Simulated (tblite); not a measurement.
# C4H10N2OSi2: the cost of one run

The runs use tblite 0.8.0 and PySCF 2.14.0, with density-fitted response routines of our own; the level of theory stands in each step. All values are computed, except where a source is named. Atoms are numbered from 0 throughout.

## 1. The molecule as given

19 atoms, charge 0, multiplicity 1; geometry from: force field or distance geometry start.

Bonds of the start (Å): C0–O1 1.40, O1–Si2 1.70, Si2–C3 1.88, C3–C4 1.52, C4–C5 1.48, C5–N6 1.14, C4–Si7 1.85, Si7–N8 1.79, N8–Si2 1.78, C0–H9 1.10, C0–H10 1.09, C0–H11 1.11, Si2–H12 1.46, C3–H13 1.10, C3–H14 1.08, C4–H15 1.10, Si7–H16 1.46, Si7–H17 1.47, N8–H18 1.03.

## 2. Relaxing the molecule with GFN2-xTB

Job settings and geometry (Å):

```
{"job": {"kind": "relax", "xc": "GFN2-xTB", "basis": "xTB"}, "charge": 0, "multiplicity": 1}
C      3.018600     0.804500    -0.497800
O      2.281400     0.462900     0.640000
Si     0.860300    -0.308300     0.119900
C     -0.525900     0.932700    -0.161200
C     -1.823100     0.147100    -0.159100
C     -2.817500     0.907800     0.622200
N     -3.591400     1.498200     1.219900
Si    -1.547900    -1.457700     0.716500
N      0.131500    -1.381500     1.332200
H      3.068700    -0.027200    -1.214400
H      4.030800     1.060200    -0.168700
H      2.581200     1.700400    -0.990900
H      1.032600    -1.053200    -1.120500
H     -0.499500     1.609300     0.700800
H     -0.359400     1.515900    -1.056700
H     -2.192200     0.019200    -1.191600
H     -1.686500    -2.509200    -0.289600
H     -2.551200    -1.608400     1.779900
H      0.579800    -2.303400     1.391300
```

Launch:

```console
$ OMP_NUM_THREADS=1 python probes_run.py task.json out
```

The driver reads the jobs from task.json and runs them one after another.

Q: Estimate the wall time and peak memory of this first job on 1 thread of Arm Neoverse N1, shared host.

About 1.9 s, with a peak of 0.18 GiB.
